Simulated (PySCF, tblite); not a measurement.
# C₆H₁₄OSSi: geometry, infrared bands and NMR shifts

Wanted: the infrared bands and NMR shifts of C₆H₁₄OSSi (`CCO[C@@H]1CC[Si@@H](S)C1`), by calculation.

Computed with tblite 0.8.0 and PySCF 2.14.0, with density-fitted response routines of our own, on a single molecule in the gas phase. Atoms count from 0, in the outputs and in this text.

## Step 1: The molecule as given

23 atoms, charge 0, multiplicity 1; geometry from: force field or distance geometry start.

Bonds of the start (Å): C0–C1 1.52, C1–O2 1.44, O2–C3 1.44, C3–C4 1.54, C4–C5 1.54, C5–Si6 1.91, Si6–S7 2.14, Si6–C8 1.90, C8–C3 1.55, C0–H9 1.09, C0–H10 1.09, C0–H11 1.10, C1–H12 1.08, C1–H13 1.09, C3–H14 1.09, C4–H15 1.09, C4–H16 1.10, C5–H17 1.10, C5–H18 1.09, Si6–H19 1.49, S7–H20 1.34, C8–H21 1.10, C8–H22 1.10.

## Step 2: Geometry optimisation with GFN2-xTB

What the job is given:

```
{"job": {"kind": "relax", "xc": "GFN2-xTB", "basis": "xTB"}, "charge": 0, "multiplicity": 1}
C     -3.258500     0.084700     0.955800
C     -2.275700     0.509300    -0.116900
O     -0.955100     0.453000     0.466000
C      0.067300     0.848000    -0.460400
C      0.469600    -0.338800    -1.361000
C      1.167400    -1.408000    -0.506500
Si     2.211200    -0.405100     0.736600
S      4.244400    -0.290400     0.072600
C      1.313800     1.232700     0.383800
H     -3.053700    -0.926200     1.316400
H     -3.206700     0.749000     1.824100
H     -4.292100     0.110100     0.568200
H     -2.345500    -0.173200    -0.951700
H     -2.486500     1.524200    -0.442700
H     -0.269100     1.715000    -1.034300
H     -0.391900    -0.782900    -1.864000
H      1.161000     0.028500    -2.139400
H      1.776600    -2.087600    -1.115600
H      0.429500    -1.995500     0.048400
H      2.109200    -0.900700     2.141600
H      4.571700    -1.552600     0.364600
H      1.036200     1.740900     1.317200
H      1.972300     1.892700    -0.192400
```

Started as:

```sh
OMP_NUM_THREADS=1 python probes_run.py task.json out
```

One launch serves the whole session: the jobs run in the order shown.

**Question.** This job is followed by: GFN2-xTB harmonic vibrations, gas phase; GIAO PBE0/pcSseg-1 NMR shielding, non-relativistic, gas phase. What will the session give for the following? strongest single infrared mode (GFN2-xTB); zero-point energy (GFN2-xTB); ¹³C shifts against TMS (PBE0/pcSseg-1); ¹H shifts against TMS (PBE0/pcSseg-1, means over atoms taken as alike); ¹⁷O shifts against H2O (PBE0/pcSseg-1); ²⁹Si shifts against TMS (PBE0/pcSseg-1); ³³S shifts against CS2 (PBE0/pcSseg-1); surface potential, 1st and 99th percentile.

The runs gave:

```
                                                              quantity                                                                       value
                             strongest single infrared mode (GFN2-xTB)                                                       2288 cm⁻¹, 248 km/mol
                                          zero-point energy (GFN2-xTB)                                                              117.5 kcal/mol
                                ¹³C shifts against TMS (PBE0/pcSseg-1)                                      83.7, 66.1, 30.8, 24.6, 18.1, 12.4 ppm
¹H shifts against TMS (PBE0/pcSseg-1, means over atoms taken as alike)  5.32, 4.12, 3.61, 3.21, 2.46, 1.37, 1.30, 1.23, 0.89, 0.69, 0.63, 0.03 ppm
                                ¹⁷O shifts against H2O (PBE0/pcSseg-1)                                                                    75.4 ppm
                               ²⁹Si shifts against TMS (PBE0/pcSseg-1)                                                                     9.6 ppm
                                ³³S shifts against CS2 (PBE0/pcSseg-1)                                                                    -235 ppm
                                 surface potential, 1st and 99th percentile                                                          -1.16 V and 1.10 V
```

Over 121 steps the energy fell by 0.178 eV; of the close pairs, C1–O2 changed most, 1.445 to 1.410 Å. No mode is imaginary among the 63: a minimum at this level. The strongest single mode, at 2288 cm⁻¹, moves mainly H19. GFN2-xTB is a fitted tight-binding method: band positions and strengths are rough. Its intensities can rank the bands wrongly. At PBE0/pcSseg-1: The largest span, 196 ppm, is at S7, where the paramagnetic term is -318 ppm.
